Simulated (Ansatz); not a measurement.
# Si₂Ge₃H₁₀: taking an electron away

How much energy removes an electron from Si₂Ge₃H₁₀ at fixed geometry? The cation is run at each level and the neutral's energy taken from earlier runs.

Computed with Ansatz 0.2.0, Gaussian basis. Level: unrestricted cation, the program's frozen cores in correlated methods.

The runs, in order: UKS PBE-D4/def2-TZVPP; UKS r2SCAN-D4/def2-TZVPP; UKS PBE0-D4/def2-TZVPP; UKS B3LYP-D4/def2-TZVPP; UKS wB97X-V/def2-TZVPP; UKS wB97M-V/def2-TZVPP; UKS B2PLYP/def2-TZVPP; UHF-CCSD(T)/def2-TZVPP; UHF-MP2/def2-QZVPP; extrapolation to the limit; then −ε(HOMO) from the neutral's earlier runs with LDA (SPW92), PBE-D4, revPBE-D4, BLYP-D4, r2SCAN-D4, B97M-V, PBE0-D4, B3LYP-D4, r2SCANh-D4, r2SCAN0-D4, HSE06-D4, BHLYP-D4, CAM-B3LYP-D4, LC-ωPBE, ωB97X-V, ωB97M-V.

## 1. Structure used throughout

All runs share one geometry, relaxed beforehand with PBE0-D4 in a triple-zeta def2 set.

SMILES `[SiH2]1[GeH2][SiH2][GeH2][GeH2]1`, 15 atoms, charge 0, spin multiplicity 1.

Atoms are counted from 1 here; the program's logs count them from 0.

Bond lengths: Si1–Ge2 2.384 Å, Si1–Ge5 2.388 Å, Si1–H6 1.489 Å, Si1–H7 1.488 Å, Ge2–Si3 2.385 Å, Ge2–H8 1.541 Å, Ge2–H9 1.538 Å, Si3–Ge4 2.390 Å, Si3–H10 1.488 Å, Si3–H11 1.489 Å, Ge4–Ge5 2.443 Å, Ge4–H12 1.540 Å, Ge4–H13 1.539 Å, Ge5–H14 1.539 Å, Ge5–H15 1.540 Å. Angles: Ge2–Si1–Ge5 103.9°, Ge2–Si1–H6 108.7°, Ge2–Si1–H7 113.4°, Ge5–Si1–H6 109.1°, Ge5–Si1–H7 112.8°, H6–Si1–H7 108.8°, Si1–Ge2–Si3 102.7°, Si1–Ge2–H8 109.3°, Si1–Ge2–H9 113.5°, Si3–Ge2–H8 109.4°, Si3–Ge2–H9 113.4°, H8–Ge2–H9 108.4°, Ge2–Si3–Ge4 104.4°, Ge2–Si3–H10 113.2°, Ge2–Si3–H11 108.7°, Ge4–Si3–H10 112.5°, Ge4–Si3–H11 109.1°, H10–Si3–H11 108.7° and more.

## 2. Cation, UKS PBE-D4/def2-TZVPP

in.yaml

```yaml
crystal:
  periodic: [false, false, false]
  atoms:
    - {symbol: Si, position_ang: [-1.257952, -0.870468, 1.292077]}
    - {symbol: Ge, position_ang: [0.078968, -1.960600, -0.354082]}
    - {symbol: Si, position_ang: [1.819678, -0.378545, -0.747988]}
    - {symbol: Ge, position_ang: [0.714819, 1.740804, -0.723017]}
    - {symbol: Ge, position_ang: [-1.340030, 1.399091, 0.553590]}
    - {symbol: H, position_ang: [-0.550063, -0.932771, 2.601074]}
    - {symbol: H, position_ang: [-2.608839, -1.473557, 1.449222]}
    - {symbol: H, position_ang: [-0.747824, -2.142099, -1.641976]}
    - {symbol: H, position_ang: [0.596540, -3.339450, 0.090404]}
    - {symbol: H, position_ang: [2.557064, -0.621845, -2.017039]}
    - {symbol: H, position_ang: [2.784978, -0.438473, 0.384618]}
    - {symbol: H, position_ang: [0.363558, 2.182025, -2.155726]}
    - {symbol: H, position_ang: [1.591775, 2.833661, -0.086460]}
    - {symbol: H, position_ang: [-1.448961, 2.390494, 1.725455]}
    - {symbol: H, position_ang: [-2.553709, 1.611743, -0.370142]}
basis:
  gaussian: {orbitals: def2-TZVPP}
total_charge: 1
magnetization: {spin_polarized: true, initial_magnetization: 1}
hamiltonian: {xc: pbe, dispersion: d4}
```

The runs that follow: Cation, UKS r2SCAN-D4/def2-TZVPP; Cation, UKS PBE0-D4/def2-TZVPP; Cation, UKS B3LYP-D4/def2-TZVPP; Cation, UKS wB97X-V/def2-TZVPP; Cation, UKS wB97M-V/def2-TZVPP; Cation, UKS B2PLYP (frozen core)/def2-TZVPP; Cation, UHF-CCSD(T)/def2-TZVPP; Cation, UHF-MP2/def2-QZVPP.

Q: Predict the results of all the runs planned. Wanted: ionisation energy, CCSD(T)/CBS; nearest functional by difference; nearest −ε(HOMO); −ε(HOMO) of PBE; T1 of the cation.

As calculated:

| quantity | value |
| --- | --- |
| ionisation energy, CCSD(T)/CBS | 9.45 eV |
| nearest functional by difference | ωB97X-V (-0.05 eV) |
| nearest −ε(HOMO) | ωB97M-V (+0.04 eV) |
| −ε(HOMO) of PBE | 6.60 eV |
| T1 of the cation | 0.020 |

What this shows: Energy differences with functionals land within 0.54 eV of the reference. −ε(HOMO) of PBE misses by 2.9 eV, since self-interaction lifts the level. Among orbital estimates ωB97M-V comes nearest. Hartree-Fock falls 0.79 eV short, as the neutral has more correlation energy than the cation. Correlated methods include outer-core shells of Ge, which these sets cover unevenly. With outer-core shells in play the reference is unsure by up to some tenths of an eV, so close misses can't be ranked.
